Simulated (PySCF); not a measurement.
# Tl(SH): forces at shaken geometries

Aim: move all atoms of relaxed Tl(SH) at random and read energies and forces. It is a constructed species; whether it can be made isn't addressed.

The runs use PySCF 2.14.0; BP86, Tl def2-SVP with ECP60, S def2-SVP, H def2-SVP; scalar-relativistic core potentials, no spin–orbit coupling.

2 further runs of the same task are left out: 2 for a known fault of the program.

## 1. The starting structure

3 atoms, charge 0, spin multiplicity 1.

Bond lengths: Tl1–S2 2.630 Å, S2–H3 1.366 Å. Angles: Tl1–S2–H3 90.1°.

Coordinates:

```xyz
3
HSTl
Tl    0.0989    0.0000   -0.1784
S    -0.0890    0.0000    2.4445
H     1.2736    0.0000    2.5446
```

Formal oxidation states: Tl +1. An earlier session relaxed this geometry at BP86, Tl def2-SVP with ECP60, S def2-SVP, H def2-SVP (singlet, point group Cs).

Its energy there is -571.421501 Eh.

## 2. Atoms moved at random, σ = 0.15 Å

The input, run.py (the lines that set the calculation):

```python
mol = gto.M(atom='''
Tl     0.08736     0.08099    -0.15215
S      0.08012     0.03754     2.40572
H      1.11600    -0.11853     2.55713''',
    basis={'Tl': 'def2-SVP', 'S': 'def2-SVP', 'H': 'def2-SVP'},
    ecp={'Tl': 'def2-SVP'},
    charge=0, spin=0)
mf = dft.RKS(mol, xc='B88,P86')
mf.grids.atom_grid = (50, 194)
mf = mf.density_fit()  # fitting sets: Tl def2-universal-JKFIT, S def2-universal-JKFIT, H def2-universal-JKFIT
mf.conv_tol = 1e-08; mf.max_cycle = 55
mf.kernel(dm0)  # dm0: the density of the relaxed state
```

Started as:

```sh
> OMP_NUM_THREADS=2 python run.py
```

Log:

```text
init E= -571.452707812879
  HOMO = -0.168482358735335  LUMO = -0.0758961394345701  gap/eV = 2.51940
cycle= 1 E= -571.338453994713  delta_E= 0.114  |g|= 0.123  |ddm|= 0.551
  HOMO = -0.219199372553758  LUMO = -0.0871750073297931  gap/eV = 3.59257
cycle= 2 E= -571.326444377176  delta_E= 0.012  |g|= 0.205  |ddm|= 0.529
  HOMO = -0.198119033862452  LUMO = -0.0935137249676418  gap/eV = 2.84646
cycle= 3 E= -571.344842305247  delta_E= -0.0184  |g|= 0.0367  |ddm|= 0.366
  HOMO = -0.201265914308421  LUMO = -0.0921118000512686  gap/eV = 2.97023
cycle= 4 E= -571.345281302256  delta_E= -0.000439  |g|= 0.00821  |ddm|= 0.0669
  HOMO = -0.19982660110957  LUMO = -0.0922952976812751  gap/eV = 2.92608
cycle= 5 E= -571.345312876905  delta_E= -3.16e-05  |g|= 0.00155  |ddm|= 0.0172
  HOMO = -0.19994429802459  LUMO = -0.092283472974841  gap/eV = 2.92960
cycle= 6 E= -571.345314009857  delta_E= -1.13e-06  |g|= 0.000294  |ddm|= 0.00349
  HOMO = -0.19995469817794  LUMO = -0.0922470053497368  gap/eV = 2.93088
cycle= 7 E= -571.345314051699  delta_E= -4.18e-08  |g|= 5.47e-05  |ddm|= 0.000663
  HOMO = -0.199959229688052  LUMO = -0.0922528133570586  gap/eV = 2.93084
cycle= 8 E= -571.345314052802  delta_E= -1.1e-09  |g|= 1.08e-05  |ddm|= 9.38e-05
  HOMO = -0.199956165094397  LUMO = -0.092253652749096  gap/eV = 2.93073
Extra cycle  E= -571.345314052732  delta_E= 7.07e-11  |g|= 1.65e-05  |ddm|= 5.02e-05
converged SCF energy = -571.345314052732
```

Wall time 0.7 s (2 threads of Arm Neoverse V2, shared host).

Result: E = -571.345314 Eh (+2.073 eV from the relaxed state), HOMO -5.44 eV, LUMO -2.51 eV, Mulliken charge on Tl1 +0.28 e, largest force component 17.250 eV/Å. 

```csv
atom,Fx,Fy,Fz (eV/Å)
Tl1,0.045,0.002,-0.532
S2,-17.250,2.590,-1.881
H3,17.205,-2.593,2.412
```

## 3. Atoms moved at random, σ = 0.03 Å

run.py (the lines that set the calculation), as its differences from that of step 2:

```diff
@@ -1,5 +1,5 @@
 mol = gto.M(atom='''
-Tl     0.08736     0.08099    -0.15215
-S      0.08012     0.03754     2.40572
-H      1.11600    -0.11853     2.55713''',
+Tl     0.08658     0.00455    -0.17193
+S     -0.04361    -0.00177     2.47108
+H      1.24052    -0.00278     2.51155''',
     basis={'Tl': 'def2-SVP', 'S': 'def2-SVP', 'H': 'def2-SVP'},
```

Started as:

```sh
> OMP_NUM_THREADS=2 python run.py
```

Log:

```text
init E= -571.434578731061
  HOMO = -0.18505178670381  LUMO = -0.0884491076794017  gap/eV = 2.62869
cycle= 1 E= -571.417490466108  delta_E= 0.0171  |g|= 0.0366  |ddm|= 0.112
  HOMO = -0.199024111031342  LUMO = -0.0921810033884853  gap/eV = 2.90735
cycle= 2 E= -571.416736956915  delta_E= 0.000754  |g|= 0.0544  |ddm|= 0.131
  HOMO = -0.191455477118178  LUMO = -0.0938001652869726  gap/eV = 2.65734
cycle= 3 E= -571.417910353752  delta_E= -0.00117  |g|= 0.0169  |ddm|= 0.101
  HOMO = -0.193181204122485  LUMO = -0.0931839837585826  gap/eV = 2.72106
cycle= 4 E= -571.418031549956  delta_E= -0.000121  |g|= 0.00132  |ddm|= 0.0277
  HOMO = -0.192966274403783  LUMO = -0.0930951120245941  gap/eV = 2.71763
cycle= 5 E= -571.41803222951  delta_E= -6.8e-07  |g|= 0.000355  |ddm|= 0.00268
  HOMO = -0.192955377795245  LUMO = -0.0931092357382198  gap/eV = 2.71695
cycle= 6 E= -571.418032283981  delta_E= -5.45e-08  |g|= 4.1e-05  |ddm|= 0.000708
  HOMO = -0.192946160245126  LUMO = -0.0931071952909152  gap/eV = 2.71676
cycle= 7 E= -571.418032284782  delta_E= -8.01e-10  |g|= 1.38e-05  |ddm|= 0.000121
  HOMO = -0.192951623870888  LUMO = -0.0931062078231703  gap/eV = 2.71693
Extra cycle  E= -571.418032284509  delta_E= 2.73e-10  |g|= 2.79e-05  |ddm|= 7.69e-05
converged SCF energy = -571.418032284509
```

Run time: 0.7 s. Hardware: 2 threads of Arm Neoverse V2, shared host.

Read off: E = -571.418032 Eh (+0.094 eV from the relaxed state), HOMO -5.25 eV, LUMO -2.53 eV, Mulliken charge on Tl1 +0.29 e, largest force component 2.438 eV/Å. 

```csv
atom,Fx,Fy,Fz (eV/Å)
Tl1,-0.021,0.000,0.116
S2,-2.416,0.002,-0.223
H3,2.438,-0.002,0.107
```

## 4. Atoms moved at random, σ = 0.15 Å

run.py (the lines that set the calculation), as its differences from that of step 3:

```diff
@@ -1,5 +1,5 @@
 mol = gto.M(atom='''
-Tl     0.08658     0.00455    -0.17193
-S     -0.04361    -0.00177     2.47108
-H      1.24052    -0.00278     2.51155''',
+Tl     0.09901    -0.11451    -0.32143
+S     -0.21071    -0.04889     2.45368
+H      1.39518     0.16340     2.67845''',
     basis={'Tl': 'def2-SVP', 'S': 'def2-SVP', 'H': 'def2-SVP'},
```

Started as:

```sh
> OMP_NUM_THREADS=2 python run.py
```

Log:

```text
init E= -571.319952594128
  HOMO = -0.243012315153313  LUMO = -0.125110766745896  gap/eV = 3.20826
cycle= 1 E= -571.379663690184  delta_E= -0.0597  |g|= 0.195  |ddm|= 0.511
  HOMO = -0.139001182424426  LUMO = -0.106569977006915  gap/eV = 0.88250
cycle= 2 E= -571.157968596977  delta_E= 0.222  |g|= 0.72  |ddm|= 1.29
  HOMO = -0.186547157097367  LUMO = -0.0922588421480166  gap/eV = 2.56572
cycle= 3 E= -571.391419971185  delta_E= -0.233  |g|= 0.126  |ddm|= 1.07
  HOMO = -0.179760239237069  LUMO = -0.0959789620450588  gap/eV = 2.27980
cycle= 4 E= -571.397402218269  delta_E= -0.00598  |g|= 0.0382  |ddm|= 0.206
  HOMO = -0.181982651196142  LUMO = -0.0978205992994908  gap/eV = 2.29017
cycle= 5 E= -571.397879005311  delta_E= -0.000477  |g|= 0.0126  |ddm|= 0.0521
  HOMO = -0.182318025821575  LUMO = -0.0969667346697978  gap/eV = 2.32253
cycle= 6 E= -571.397957007158  delta_E= -7.8e-05  |g|= 0.00356  |ddm|= 0.0204
  HOMO = -0.182880039651794  LUMO = -0.096928299082168  gap/eV = 2.33887
cycle= 7 E= -571.397963682216  delta_E= -6.68e-06  |g|= 0.000464  |ddm|= 0.00597
  HOMO = -0.182945701376169  LUMO = -0.0969429265957401  gap/eV = 2.34025
cycle= 8 E= -571.397963775613  delta_E= -9.34e-08  |g|= 6.12e-05  |ddm|= 0.000737
  HOMO = -0.182951633625801  LUMO = -0.0969490185236524  gap/eV = 2.34025
cycle= 9 E= -571.39796377729  delta_E= -1.68e-09  |g|= 1.35e-05  |ddm|= 0.000151
  HOMO = -0.182951374475736  LUMO = -0.0969490833239007  gap/eV = 2.34024
Extra cycle  E= -571.397963777282  delta_E= 8.07e-12  |g|= 1.46e-05  |ddm|= 5.57e-05
converged SCF energy = -571.397963777282
```

It took 0.7 s on 2 threads of Arm Neoverse V2, shared host.

Result: E = -571.397964 Eh (+0.640 eV from the relaxed state), HOMO -4.98 eV, LUMO -2.64 eV, Mulliken charge on Tl1 +0.32 e, largest force component 3.291 eV/Å. 

```csv
atom,Fx,Fy,Fz (eV/Å)
Tl1,-0.062,0.025,0.878
S2,3.291,0.405,-0.357
H3,-3.228,-0.430,-0.522
```

## 5. The displacements side by side

| σ (Å) | energy rise (eV) | harmonic estimate −½ F·u (eV) | largest force component (eV/Å) |
| --- | --- | --- | --- |
| 0.15 | 2.073 | 2.568 | 17.25 |
| 0.03 | 0.094 | 0.099 | 2.44 |
| 0.15 | 0.640 | 0.542 | 3.29 |

Every displacement raises the energy. For a harmonic well the rise equals −½ F·u; the two differ by at most 24 % here (a move with σ = 0.15 Å), from anharmonicity, the grid and the small forces left at the relaxed point. These are double-zeta-type bases without diffuse functions. Spin–orbit coupling is left out.
